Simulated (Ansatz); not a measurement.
# TiB2: how the settings move a single-point run

Aim: see which settings change the result for TiB2, by how much, and at what cost.

Program: Ansatz 0.2.0. Level of theory: reference: DFT, PBEsol, all-electron LAPW, scalar-relativistic. These are calculated values, not measurements.

## Step 1: The starting structure

Symmetry: P6/mmm, No. 191, hexagonal system. The conventional cell has a = 2.392 Å, b = 2.392 Å, c = 2.330 Å, α = 90.00°, β = 90.00°, γ = 120.00°. Ti (site symmetry 6/mmm) is surrounded by 12 B at 1.81 Å. Around B (site symmetry -6m2) lie 3 B at 1.38 Å and 6 Ti at 1.81 Å.

Structure file:

```xyz
3
Lattice="2.3921 0.0000 0.0000 -1.1961 2.0717 0.0000 0.0000 0.0000 2.3296" Properties=species:S:1:pos:R:3 pbc="T T T"
Ti    0.0000    0.0000    0.0000
B     0.0000    1.3811    1.1648
B     1.1961    0.6906    1.1648
```

## Step 2: Baseline

Input file input.yaml:

```yaml
crystal:
  lattice:
    - [2.392147164, 0.0, 0.0]
    - [-1.196073582, 2.0716602136, 0.0]
    - [0.0, 0.0, 2.3295925091]
  atoms:
    - { symbol: Ti, position: [0.0, 0.0, 0.0] }
    - { symbol: B, position: [0.3333333333, 0.6666666667, 0.5] }
    - { symbol: B, position: [0.6666666667, 0.3333333333, 0.5] }
kpoints:
  mp_grid: { grid: [14, 14, 11] }
  band_path:
    path:
      - [0.0, 0.0, 0.0]
      - [0.5, 0.0, 0.0]
      - [0.3333333333, 0.3333333333, 0.0]
      - [0.0, 0.0, 0.0]
      - [0.0, 0.0, 0.5]
      - [0.5, 0.0, 0.5]
      - [0.3333333333, 0.3333333333, 0.5]
      - [0.0, 0.0, 0.5]
      - [0.5, 0.0, 0.5]
    npoints: 6
scf:
  occupations: { method: fermi_dirac, width: 0.05 }
hamiltonian:
  xc: pbesol
  pseudopotentials: { kind: all_electron, lapw: { basis_error: 0.001 } }
output:
  forces: true
  stress: true
  eigenvalues: true
  populations: true
```

The run is started by

```console
$ ansatz run input.yaml --threads 1 --pin off --max-ram 3072MiB --backend cpu --events-out ev --progress --plain --runs-dir out
```

## Step 3: Changing settings: occupations.width 0.1, preconditioner none

input.yaml, as its differences from that of step 2:

```diff
@@ -24,3 +24,4 @@
 scf:
-  occupations: { method: fermi_dirac, width: 0.05 }
+  occupations: { method: fermi_dirac, width: 0.1 }
+  mixing: { preconditioner: none }
 hamiltonian:
```

Before running it: what results should come out? Wanted: for each run, ending; energy change; pressure; gap; force.

The runs gave:

| run | ending | energy change | pressure (GPa) | gap (eV) | force (eV/Å) | cycles | time |
| --- | --- | --- | --- | --- | --- | --- | --- |
| reference | converged | 0 | 886.2 | 0.00 | 0.00 | 7 | 30 s |
| 1: occupations.width 0.1, preconditioner none | converged | 0.0 meV/atom (σ→0) | 886.0 | 0.00 | 0.00 | 7 | 30 s |

Residual by cycle in the longest SCF loop of each run; runs are numbered as in the table. The quantity is the density residual dr2, in eV.

| cycle | reference | run 1 |
| --- | --- | --- |
| 1 | 8.05 | 8.05 |
| 2 | 1.72 | 0.217 |
| 3 | 0.00266 | 0.0542 |
| 4 | 4.0e-4 | 3.9e-4 |
| 5 | 2.9e-5 | 3.0e-5 |
| 6 | 6.6e-7 | 8.3e-7 |
| 7 | 1.3e-8 | 7.1e-9 |

What this shows: Changing the smearing and mixing leaves the energy as it was (0.0 meV/atom). The structure is not at rest: the sound run finds 886 GPa, so these are no properties of the relaxed crystal. The reference has no spin polarisation; with Ti present, a magnetic state may lie lower.
